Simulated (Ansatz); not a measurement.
# [(Cl)3Ti]2S (Ti₂SCl₆): geometry, orbitals and charge

Aim: characterise [(Cl)3Ti]2S (Ti₂SCl₆) as a singlet: its structure, frontier levels and distribution of charge.

Computed with Ansatz 0.2.0, Gaussian basis. Level: RKS PBE0-D4/def2-TZVP.

The runs, in order: relaxation at r2SCAN-D4/def2-SVP; a search for the lowest solution at PBE-D4/def2-SVP; a single point at PBE0-D4/def2-TZVP.

2 further runs of the same task are left out: 2 set aside as unsound or not needed.

### Step 1. Starting geometry

9 atoms, charge 0, spin multiplicity 1.

Atoms are counted from 1 here; the program's logs count them from 0.

Bond lengths: Ti1–Cl2 2.122 Å, Ti1–Cl3 2.127 Å, Ti1–Cl4 2.144 Å, Ti1–S5 2.318 Å, S5–Ti6 2.319 Å, Ti6–Cl7 2.127 Å, Ti6–Cl8 2.122 Å, Ti6–Cl9 2.144 Å. Angles: Cl2–Ti1–Cl3 101.1°, Cl2–Ti1–Cl4 114.6°, Cl2–Ti1–S5 122.9°, Cl3–Ti1–Cl4 103.2°, Cl3–Ti1–S5 106.4°, Cl4–Ti1–S5 106.4°, Ti1–S5–Ti6 87.8°, S5–Ti6–Cl7 106.3°, S5–Ti6–Cl8 123.0°, S5–Ti6–Cl9 106.5°, Cl7–Ti6–Cl8 101.2°, Cl7–Ti6–Cl9 103.3°, Cl8–Ti6–Cl9 114.4°.

Geometry (Å):

```
atom     x (Å)     y (Å)     z (Å)
 Ti1  -0.70619  -1.24200   0.75134
 Cl2  -0.43605  -1.17581   2.85511
 Cl3  -1.70269  -3.10772   0.52378
 Cl4  -2.12782   0.17046  -0.01063
  S5   1.06443  -1.25773  -0.74501
 Ti6   0.86806   1.05014  -0.86567
 Cl7   2.81532   1.79198  -1.29086
 Cl8  -0.28178   2.03581  -2.35206
 Cl9   0.50673   1.73488   1.13401
```

No spin-orbit coupling is included.

The start is a GFN2-xTB geometry.

### Step 2. Optimising with r2SCAN-D4/def2-SVP

File in.yaml:

```yaml
crystal:
  periodic: [false, false, false]
  atoms:
    - {symbol: Ti, position_ang: [-0.706190, -1.242000, 0.751340]}
    - {symbol: Cl, position_ang: [-0.436050, -1.175810, 2.855110]}
    - {symbol: Cl, position_ang: [-1.702690, -3.107720, 0.523780]}
    - {symbol: Cl, position_ang: [-2.127820, 0.170460, -0.010630]}
    - {symbol: S, position_ang: [1.064430, -1.257730, -0.745010]}
    - {symbol: Ti, position_ang: [0.868060, 1.050140, -0.865670]}
    - {symbol: Cl, position_ang: [2.815320, 1.791980, -1.290860]}
    - {symbol: Cl, position_ang: [-0.281780, 2.035810, -2.352060]}
    - {symbol: Cl, position_ang: [0.506730, 1.734880, 1.134010]}
basis:
  gaussian: {orbitals: def2-SVP}
hamiltonian: {xc: r2scan, dispersion: d4}
scf: {lower_state_search: "off"}
output: {orbitals: {seedname: orbitals}}
relax: {f_tol: 0.02, max_steps: 100}
```

Command:

```
> ansatz run in.yaml --threads 4 --pin off --events-out ev --progress --plain --max-ram 8704MiB
```

The runs that follow: Searching for the lowest solution, PBE-D4/def2-SVP; Single point, PBE0-D4/def2-TZVP.

Q: Predict the results of all the runs planned. Wanted: point group; commonest bond; HOMO, LUMO at PBE0-D4/def2-TZVP; dipole at r2SCAN-D4/def2-SVP.

The runs gave:

```
                       quantity                            value
                    point group                               C2
                 commonest bond  Cl–Ti, 6 of mean length 2.168 Å
HOMO, LUMO at PBE0-D4/def2-TZVP                  -8.70, -4.16 eV
   dipole at r2SCAN-D4/def2-SVP                           0.07 D
```

In words: The molecule keeps its bonding pattern by the stored test; the atoms moved 0.27 Å (rms), and the angle Ti1–S5–Ti6 went from 88° to 102°. No usable vibrations, so a minimum isn't proven. The HOMO lies nearest to S5 63 %; Cl2, Cl8 about 9 % each and the LUMO to Ti1, Ti6 about 37 % each; S5 7 %. Whether this spin is the lowest isn't tested here. The point group is read from a loosely relaxed geometry; soft torsions can leave it below the true symmetry.
